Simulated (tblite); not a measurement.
# C4H11GaOSi: the cost of one run

The runs use tblite 0.8.0 and PySCF 2.14.0, with density-fitted response routines of our own; the level of theory stands in each step. All values are computed, except where a source is named. Atoms count from 0, in the outputs and in this text.

### Step 1. Starting geometry

18 atoms, charge 0, multiplicity 1; geometry from: force field or distance geometry start.

Bonds of the start (Å): C0–C1 1.32, C1–Ga2 2.16, C1–O3 1.41, O3–C4 1.42, C4–C5 1.51, C5–Si6 1.86, C0–H7 1.07, C0–H8 1.07, Ga2–H9 1.69, Ga2–H10 1.66, C4–H11 1.12, C4–H12 1.11, C5–H13 1.11, C5–H14 1.11, Si6–H15 1.44, Si6–H16 1.49, Si6–H17 1.46.

### Step 2. Optimising the geometry with GFN2-xTB

Job settings and geometry (Å):

```
{"job": {"kind": "relax", "xc": "GFN2-xTB", "basis": "xTB"}, "charge": 0, "multiplicity": 1}
C     -1.431300     1.492400    -1.445800
C     -1.531300     0.708500    -0.383100
Ga    -3.419900     0.012800     0.413300
O     -0.353600     0.301000     0.272600
C      0.207000    -0.918800    -0.180700
C      1.464700    -1.307700     0.552100
Si     2.714000     0.055500     0.317500
H     -0.470400     1.819700    -1.798700
H     -2.305500     1.828300    -1.972600
H     -3.064800    -0.686100     1.908300
H     -3.815400     1.570500     0.819500
H     -0.525700    -1.743300     0.020700
H      0.379600    -0.806200    -1.267800
H      1.843300    -2.299200     0.233100
H      1.241200    -1.372400     1.641600
H      4.025500    -0.411000    -0.058400
H      2.792400     0.772300     1.616900
H      2.241400     0.990200    -0.700100
```

The run is started by

```
$ OMP_NUM_THREADS=1 python probes_run.py task.json out
```

This one command runs all jobs of the session in turn.

Q: Estimate the wall time of this first job on 1 thread of Arm Neoverse N1, shared host.

About 2.1 s.
